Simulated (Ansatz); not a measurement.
# H₄O₄SW: ionisation energy by level of theory

How much energy removes an electron from H₄O₄SW at fixed geometry? The cation is run at each level and the neutral's energy taken from earlier runs.

The runs use Ansatz 0.2.0, Gaussian basis; unrestricted cation, the program's frozen cores in correlated methods.

Levels to be run: UKS PBE-D4/def2-TZVPP; UKS r2SCAN-D4/def2-TZVPP; UKS PBE0-D4/def2-TZVPP; UKS B3LYP-D4/def2-TZVPP; UKS wB97X-V/def2-TZVPP; UKS wB97M-V/def2-TZVPP; UKS B2PLYP/def2-TZVPP; UHF-CCSD(T)/def2-TZVPP; UHF-MP2/def2-QZVPP; extrapolation to the limit; then −ε(HOMO) from the neutral's earlier runs with LDA (SPW92), PBE-D4, revPBE-D4, BLYP-D4, r2SCAN-D4, B97M-V, PBE0-D4, B3LYP-D4, r2SCANh-D4, r2SCAN0-D4, HSE06-D4, BHLYP-D4, CAM-B3LYP-D4, LC-ωPBE, ωB97X-V, ωB97M-V.

### 1 Structure used throughout

All runs share one geometry, relaxed beforehand with PBE0-D4 in a triple-zeta def2 set. W takes the def2 core potential; no spin-orbit term is included.

SMILES `[OH][W]([OH])([OH])([OH])=[S]`, 10 atoms, charge 0, spin multiplicity 1.

Atoms are counted from 1 here; the program's logs count them from 0.

Bond lengths: O1–W2 1.882 Å, O1–H7 0.961 Å, W2–O3 1.920 Å, W2–O4 1.894 Å, W2–O5 1.923 Å, W2–S6 2.122 Å, O3–H8 0.962 Å, O4–H9 0.961 Å, O5–H10 0.962 Å. Angles: W2–O1–H7 125.9°, O1–W2–O3 148.4°, O1–W2–O4 90.5°, O1–W2–O5 90.8°, O1–W2–S6 103.2°, O3–W2–O4 80.3°, O3–W2–O5 79.8°, O3–W2–S6 108.3°, O4–W2–O5 143.6°, O4–W2–S6 108.8°, O5–W2–S6 106.2°, W2–O3–H8 113.8°, W2–O4–H9 118.2°, W2–O5–H10 115.0°.

### 2 Cation, UKS PBE-D4/def2-TZVPP

in.yaml reads:

```yaml
crystal:
  periodic: [false, false, false]
  atoms:
    - {symbol: O, position_ang: [-1.230395, -0.033898, -1.464560]}
    - {symbol: W, position_ang: [-0.174831, 0.291550, 0.058615]}
    - {symbol: O, position_ang: [0.995209, -0.397762, 1.415969]}
    - {symbol: O, position_ang: [-1.441385, -0.602998, 1.146096]}
    - {symbol: O, position_ang: [1.432068, 0.046533, -0.968240]}
    - {symbol: S, position_ang: [-0.378115, 2.383316, 0.353186]}
    - {symbol: H, position_ang: [-1.382552, -0.890472, -1.871629]}
    - {symbol: H, position_ang: [1.929190, -0.327047, 1.196884]}
    - {symbol: H, position_ang: [-1.126422, -1.049966, 1.936807]}
    - {symbol: H, position_ang: [1.460434, 0.529544, -1.800228]}
basis:
  gaussian: {orbitals: def2-TZVPP}
total_charge: 1
magnetization: {spin_polarized: true, initial_magnetization: 1}
hamiltonian: {xc: pbe, dispersion: d4}
```

On the command line:

```sh
$ ansatz run in.yaml --threads 2 --pin off --events-out ev --progress --plain --max-ram 32768MiB --backend cuda --devices 0, --max-vram 18GiB
```

Further steps of the session: Cation, UKS r2SCAN-D4/def2-TZVPP; Cation, UKS PBE0-D4/def2-TZVPP; Cation, UKS B3LYP-D4/def2-TZVPP; Cation, UKS wB97X-V/def2-TZVPP; Cation, UKS wB97M-V/def2-TZVPP; Cation, UKS B2PLYP (frozen core)/def2-TZVPP; Cation, UHF-CCSD(T)/def2-TZVPP; Cation, UHF-MP2/def2-QZVPP.

Before running them: what should the planned runs give, taken together? Wanted: ionisation energy, CCSD(T)/CBS; nearest functional by difference; nearest −ε(HOMO); −ε(HOMO) of PBE; T1 of the cation.

**Answer**, as computed:

| quantity | value |
| --- | --- |
| ionisation energy, CCSD(T)/CBS | 9.99 eV |
| nearest functional by difference | ωB97M-V (-0.25 eV) |
| nearest −ε(HOMO) | ωB97X-V (-0.03 eV) |
| −ε(HOMO) of PBE | 6.42 eV |
| T1 of the cation | 0.033 |

Energy differences with functionals land within 0.65 eV of the reference. The PBE orbital energy is 3.6 eV too small: a semilocal HOMO is no ionisation energy. Among orbital estimates ωB97X-V comes nearest. Hartree-Fock falls 1.05 eV short, as the neutral has more correlation energy than the cation. The cation's T1 (from the report) is 0.033, near the customary mark of 0.045 for open shells, so the coupled-cluster value is less safe. Correlated methods include outer-core shells of W, which these sets cover unevenly.
